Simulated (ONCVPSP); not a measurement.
**An ONCV potential for gallium, from input to tests**

Do these settings give a usable potential? It is generated, then checked for transferability, scattering, ghosts and hardness.

The numbers are computed with ONCVPSP 4.0.1.1 (patched build) (PBEsol, scalar-relativistic, spin-unpolarised reference atom).

## Step 1: The atom and the settings

The settings as typed:

| Property | Result |
| --- | --- |
| element | gallium (Ga, Z = 31) |
| type | optimised norm-conserving Vanderbilt (ONCV) |
| frozen core | [Ar] |
| valence charge | 13 |
| reference configuration | 3d10 4s2 4p1 |
| partial waves | 4s: rc 1.95 bohr, ncon 5, nbas 10, qcut 2.7 1/bohr, 2 projectors, debl 2.1 Ha; 4p: rc 1.80 bohr, ncon 5, nbas 8, qcut 3.7 1/bohr, 2 projectors, debl 0.4 Ha; 3d: rc 1.45 bohr, ncon 4, nbas 9, qcut 12.9 1/bohr, 3 projectors, debl 2.4 Ha |
| local potential | polynomial inside 1.15 bohr (lpopt 1, dvloc0 0 Ha) |
| core correction | polynomial model core, fcfact 0.45 |

The outer shells as boxes (Hund's rule for the drawing; the calculation is spin-unpolarised):

```
[Ar] core
3d [↑↓][↑↓][↑↓][↑↓][↑↓]
4s [↑↓]
4p [↑ ][  ][  ]
```

## Step 2: Generation

Ga.dat reads:

```
# ATOM AND REFERENCE CONFIGURATION
# atsym  z   nc   nv     iexc    psfile
  Ga 31.00    5    3  -116133      upf
#
#   n    l    f
    1    0    2.00
    2    0    2.00
    2    1    6.00
    3    0    2.00
    3    1    6.00
    3    2   10.00
    4    0    2.00
    4    1    1.00
#
# PSEUDOPOTENTIAL AND OPTIMIZATION
# lmax
    2
#
#   l,   rc,      ep,       ncon, nbas, qcut
    0    1.95    0.00    5   10    2.70
    1    1.80    0.00    5    8    3.70
    2    1.45    0.00    4    9   12.90
#
# LOCAL POTENTIAL
# lloc, lpopt,  rc(5),   dvloc0
    4    1    1.15    0.00
#
# VANDERBILT-KLEINMAN-BYLANDER PROJECTORs
# l, nproj, debl
    0    2    2.10
    1    2    0.40
    2    3    2.40
#
# MODEL CORE CHARGE
# icmod, fcfact, rcfact
    1    0.45    0.00
#
# LOG DERIVATIVE ANALYSIS
# epsh1, epsh2, depsh
   -2.00    5.00    0.02
#
# OUTPUT GRID
# rlmax, drl
    6.00    0.01
#
# TEST CONFIGURATIONS
# ncnf
    4
# nvcnf
#   n    l    f
    3
    3    2   10.00
    4    0    2.00
    4    1    0.00
#
    3
    3    2   10.00
    4    0    1.00
    4    1    0.00
#
    3
    3    2   10.00
    4    0    0.00
    4    1    0.00
#
    3
    3    2   10.00
    4    0    2.00
    4    1    0.50
#
```

On the command line:

```
oncvpsp.x < Ga.dat > Ga.out
```

Before running it: what results should come out? Wanted: cutoffs for 1 and 0.1 mHa per electron, occupied waves; bound ghosts; GHOST(+) flags; largest test error; largest phase difference near zero energy, channels read; rms error of d²Exc/dn², without and with the model core.

The runs gave:

| quantity | value |
| --- | --- |
| cutoffs for 1 and 0.1 mHa per electron, occupied waves | 59 Ha and 73 Ha |
| bound ghosts | p at -74.38 eV |
| GHOST(+) flags | s at 87 eV |
| largest test error (AE − PS) | -13 meV, for 3d10 4s1 4p0 (1 test unsolved) |
| largest phase difference near zero energy, channels read | 0.000 rad |
| rms error of d²Exc/dn², without and with the model core | 5.44 and 1.19 mHa |

What this shows: It has a bound ghost (p), a state that the atom doesn't have, and that rules the file out. By total energies transferability is good where solved: the largest error is 13 meV on 26.8 eV, for 3d10 4s1 4p0. Atomic tests can pass in spite of a ghost, since they solve only for the levels asked. Of the tests 1 gave no usable energy difference, which is a warning in itself. The potential is hard: the looser tolerance needs 59 Ha. At the looser tolerance the 3d wave is the slowest; 4s needs 40 Ha. Near zero energy the phases of the channels with partial waves agree within 0.001 rad. The program also flags highly localised states, GHOST(+) (s). These are tests on the free atom; a crystal test is still owed.
